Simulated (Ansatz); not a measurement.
# Br2ClFSi: basis-set convergence

An exercise on one series of results from a longer session: the logs are not shown, and one member is left open.

Method: one geometry, several basis sets; program: Ansatz 0.2.0, Gaussian basis.

Levels to be run: PBE0-D4/def2-SVP; ωB97M-V/def2-SVP; PBE0-D4/def2-QZVPP; ωB97M-V/def2-QZVPP; the functionals' def2-TZVPP values are taken from earlier runs.

## The geometry

All runs share one geometry, relaxed beforehand with PBE0-D4 in a triple-zeta def2 set.

SMILES `F[Si](Cl)(Br)Br`, 5 atoms, charge 0, spin multiplicity 1.

Atoms are counted from 1 here; the program's logs count them from 0.

Bond lengths: F1–Si2 1.577 Å, Si2–Cl3 2.018 Å, Si2–Br4 2.182 Å, Si2–Br5 2.182 Å. Angles: F1–Si2–Cl3 108.0°, F1–Si2–Br4 108.2°, F1–Si2–Br5 108.2°, Cl3–Si2–Br4 110.6°, Cl3–Si2–Br5 110.6°, Br4–Si2–Br5 111.1°.

Set-up of the first run:

in.yaml reads:

```yaml
crystal:
  periodic: [false, false, false]
  atoms:
    - {symbol: F, position_ang: [0.841943, -1.079618, 0.955809]}
    - {symbol: Si, position_ang: [0.034263, -0.063727, 0.059157]}
    - {symbol: Cl, position_ang: [-1.526518, 0.619697, 1.140451]}
    - {symbol: Br, position_ang: [-0.667093, -1.125862, -1.712844]}
    - {symbol: Br, position_ang: [1.367205, 1.575910, -0.483972]}
basis:
  gaussian: {orbitals: def2-SVP}
hamiltonian: {xc: pbe0, dispersion: d4}
output: {orbitals: {seedname: orbitals}}
```

Among the steps run: PBE0-D4 in def2-SVP; ωB97M-V in def2-SVP; PBE0-D4 in def2-QZVPP; ωB97M-V in def2-QZVPP.

One of the session's tables, all rows but one given; the rest of the session is left out.

It belongs to the step «Density functionals: the series». 

| functional | basis | HOMO (eV) |
| --- | --- | --- |
| PBE0-D4 | def2-SVP | -8.85 |
| PBE0-D4 | def2-TZVPP | -8.92 |
| PBE0-D4 | def2-QZVPP | -8.94 |
| ωB97M-V | def2-SVP | ? |
| ωB97M-V | def2-TZVPP | -11.10 |
| ωB97M-V | def2-QZVPP | -11.12 |

**Question.** Estimate the row for ωB97M-V, def2-SVP.

**Answer.** HOMO (eV): -11.01. In the column «HOMO (eV)» it lies between ωB97M-V, def2-TZVPP (-11.10) and PBE0-D4, def2-QZVPP (-8.94).
